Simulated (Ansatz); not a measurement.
A nudged elastic band was laid between two geometries of a periodic cell of 39 atoms, Al$_{5}$O$_{8}$ (host Al2O3, host structure R-3c, one Al atom removed), cell charge +1.

Theory: DFT LDA, scalar-relativistic, plane waves, PAW in Ansatz 0.2.0. Settings: PAW set soft_1, cutoff 420 eV, k mesh 2x2x2, fermi-dirac smearing 0.05 eV, no spin polarisation.

- movable images: 3
- climbing image: yes
- spring: 5.0 eV/Å²
- optimiser: quadratic models (default)
- start path: default
- force threshold: 0.2 eV/Å
- iteration limit: 50
- end points: relaxed

Initial state:

```xyz
39
Lattice="-4.7351 -2.7338 4.3003 4.7351 -2.7338 4.3003 0.0000 5.4676 4.3003" Properties=species:S:1:pos:R:3
Al -0.008 0.029 4.553
Al 0.013 0.011 1.919
Al 0.019 0.046 8.352
Al -0.022 0.075 10.996
O -0.927 1.397 7.554
O -0.774 -1.390 7.641
O 1.653 0.101 7.504
O 1.023 -1.211 5.365
O 0.732 1.501 5.377
O -1.619 -0.100 5.416
Al 0.001 -2.731 8.651
Al 0.001 2.737 4.042
Al 0.001 2.737 6.691
O 3.814 1.372 7.524
O -0.724 1.254 3.224
O -3.088 0.117 7.524
O -3.833 -1.355 5.376
O 0.726 -1.271 9.677
O 3.110 -0.098 5.377
Al -2.385 1.350 8.853
Al -2.380 1.377 6.220
Al 2.322 -1.369 4.052
Al 2.317 -1.419 6.695
O 1.457 0.018 3.203
O 1.625 2.603 7.554
O -0.773 -4.072 7.641
O -1.467 0.019 9.717
O -1.826 -2.605 5.365
O 0.705 3.987 5.377
Al 2.395 1.364 8.853
Al 2.369 1.355 6.220
Al -2.339 -1.401 4.051
Al -2.293 -1.380 6.695
O 1.549 -2.730 7.641
O -3.108 2.624 7.503
O -0.695 -1.258 3.254
O -1.435 2.722 5.377
O 3.089 -2.643 5.416
O 0.806 1.092 9.666
```

Final state:

Only the atoms that move by more than 0.05 Å are listed.
```
Al3 -0.022 -0.071 8.364
Al4 0.019 -0.042 11.007
O6 -0.772 -1.392 7.416
O7 1.627 0.113 7.556
O8 0.901 -1.377 5.381
O10 -1.647 -0.088 5.341
Al11 0.000 -2.734 6.406
O17 -3.713 -1.521 5.393
O18 0.806 -1.088 9.693
O19 2.907 -0.125 5.393
Al22 2.440 -1.351 4.064
Al23 2.395 -1.329 6.707
O24 1.456 -0.014 3.256
O26 -0.776 -4.073 7.416
O27 -1.468 -0.016 9.642
O28 -1.626 -2.632 5.381
Al32 -2.418 -1.312 4.064
Al33 -2.414 -1.362 6.707
O34 1.548 -2.736 7.416
O35 -3.083 2.635 7.556
O38 3.115 -2.630 5.341
O39 0.725 1.275 9.682
```

What changes between the two ends?

Contacts lost: Al11–O17, Al11–O18, Al11–O19. Contacts made: O8–Al11, Al11–O28, Al11–O39. The atom that moves furthest is Al11, by 2.24 Å; four of its nearest neighbours are O26 1.85, O34 1.85, O6 1.85, O19 1.93 Å at the first end and O6 1.85, O34 1.85, O26 1.85, O8 1.92 Å at the last.

Give the energies along the band, and the barrier.

It converged. The highest image is number 2 of 0 to 4, 1.60 eV above the ends, which have the same energy within 2 meV. The threshold of 0.2 eV/Å is loose, so the images may lie well off the minimum-energy path. The order of the stationary point at the top wasn't checked. Limits of this set-up: coarse k mesh, PAW files made for another functional, no spin, though dangling bonds at a vacancy may carry it, a small cell, in which the defect meets its images, charged cell in a uniform background, uncorrected.

```
image  path coordinate (Å)  energy (eV)  Al11–O17 (Å)  Al11–O18 (Å)  Al11–O19 (Å)
    0                 0.00         0.00          1.93          1.93          1.93
    1                 0.62         0.82          2.30          2.30          2.30
    2                 1.24         1.60          2.80          2.80          2.80
    3                 1.86         0.81          3.30          3.30          3.30
    4                 2.48         0.00          3.76          3.76          3.76
```

What is the geometry of the highest image?


```xyz
39
Lattice="-4.7351 -2.7338 4.3003 4.7351 -2.7338 4.3003 0.0000 5.4676 4.3003" Properties=species:S:1:pos:R:3:forces:R:3
Al 0.008 0.030 4.546 0.01 0.04 -0.03
Al 0.007 -0.027 1.912 0.01 -0.04 0.03
Al -0.019 0.052 8.367 0.03 0.02 -0.03
Al -0.018 -0.049 10.993 0.03 -0.02 0.03
O -0.935 1.415 7.565 0.00 -0.01 0.00
O -0.833 -1.289 7.529 -0.05 0.08 0.00
O 1.640 0.107 7.530 0.00 0.01 0.00
O 1.023 -1.230 5.400 -0.01 -0.03 0.01
O 0.712 1.503 5.379 0.00 0.00 0.00
O -1.626 -0.081 5.379 0.02 0.03 0.00
Al 0.000 -2.732 7.528 0.00 0.00 -0.01
Al 0.000 2.735 4.057 0.00 0.00 0.04
Al 0.000 2.735 6.701 0.00 0.00 -0.04
O 3.801 1.322 7.494 0.00 0.01 0.00
O -0.676 1.265 3.194 0.00 0.00 0.00
O -3.124 0.151 7.494 0.01 0.00 0.00
O -3.712 -1.501 5.359 -0.01 0.03 -0.01
O 0.790 -1.095 9.660 -0.02 -0.02 -0.01
O 2.923 -0.133 5.359 0.03 -0.01 -0.01
Al -2.395 1.360 8.847 -0.04 -0.01 -0.03
Al -2.346 1.389 6.212 0.03 0.03 0.03
Al 2.334 -1.407 4.066 -0.03 0.02 -0.03
Al 2.421 -1.356 6.693 0.00 0.03 0.03
O 1.457 0.001 3.229 -0.01 0.00 0.00
O 1.611 2.586 7.565 0.01 0.00 0.00
O -0.833 -4.176 7.529 -0.05 -0.08 0.00
O -1.482 0.001 9.680 -0.04 0.00 0.00
O -1.812 -2.598 5.400 0.03 0.01 0.01
O 0.712 3.968 5.379 0.00 0.00 0.00
Al 2.389 1.348 8.847 0.03 -0.03 -0.03
Al 2.340 1.377 6.212 -0.04 0.01 0.03
Al -2.314 -1.374 4.066 0.00 -0.03 -0.03
Al -2.402 -1.324 6.693 -0.03 -0.02 0.03
O 1.667 -2.732 7.529 0.09 0.00 0.00
O -3.096 2.630 7.530 0.00 0.00 0.00
O -0.676 -1.262 3.264 0.00 0.00 0.00
O -1.423 2.735 5.379 0.00 0.00 0.00
O 3.109 -2.649 5.379 0.02 -0.03 0.00
O 0.790 1.098 9.700 -0.02 0.03 0.01
```

Time of the run: 3.9 min on 2 threads of Arm Neoverse V1, with other jobs on the host, peak memory 1.4 GiB.
